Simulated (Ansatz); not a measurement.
# Al3Au under changes of volume

One of the cells (16.640 Å³/atom); the others are scaled copies at fixed shape and fractional positions:

```xyz
4
Lattice="-2.0253 2.0253 4.0566 2.0253 -2.0253 4.0566 2.0253 2.0253 -4.0566" Properties=species:S:1:pos:R:3 pbc="T T T"
Au    0.0000    0.0000    0.0000
Al    0.0000    0.0000    4.0566
Al    2.0253    0.0000    2.0283
Al    0.0000    2.0253    2.0283
```

The cell comes from a database or a generator and needn't be the stable form of this composition.

* Program: Ansatz 0.2.0
* Functional: PBE
* Potentials or basis: Ansatz PAW
* Cutoff: 420 eV (not typed: the program's choice for these potentials)
* k mesh: 9 × 9 × 9
* Occupations: fermi-dirac, width 0.05 eV
* Spin: no spin polarisation

| volume (Å³/atom) | energy over the lowest point (meV/atom) | pressure (GPa) |
| --- | --- | --- |
| 15.642 | 22.35 | 7.2 |
| 15.974 | 10.09 | 4.7 |
| 16.307 | 2.82 | 2.4 |
| 16.640 | 0.00 | 0.4 |
| 16.973 | 1.12 | -1.4 |
| 17.306 | ? | ? |
| 17.638 | 13.58 | -4.5 |

Question: What does the run at 17.306 Å³/atom give?

Answer: Energy over the lowest point 5.77 meV/atom; pressure -3.0 GPa.

Worked out: A Birch-Murnaghan fit of order 3 (a polynomial in V^(-2/3)) to the other rows has its minimum at 16.71 Å³/atom with B0 = V·E''(V) = 93 GPa and B' = 4.8 at fixed shape and positions, which overstates the stiffness. It gives 5.80 meV/atom at 17.306 Å³/atom, against the run's 5.77, and -dE/dV = -3.0 GPa, against -3.0.

Energies are extrapolated to zero smearing.
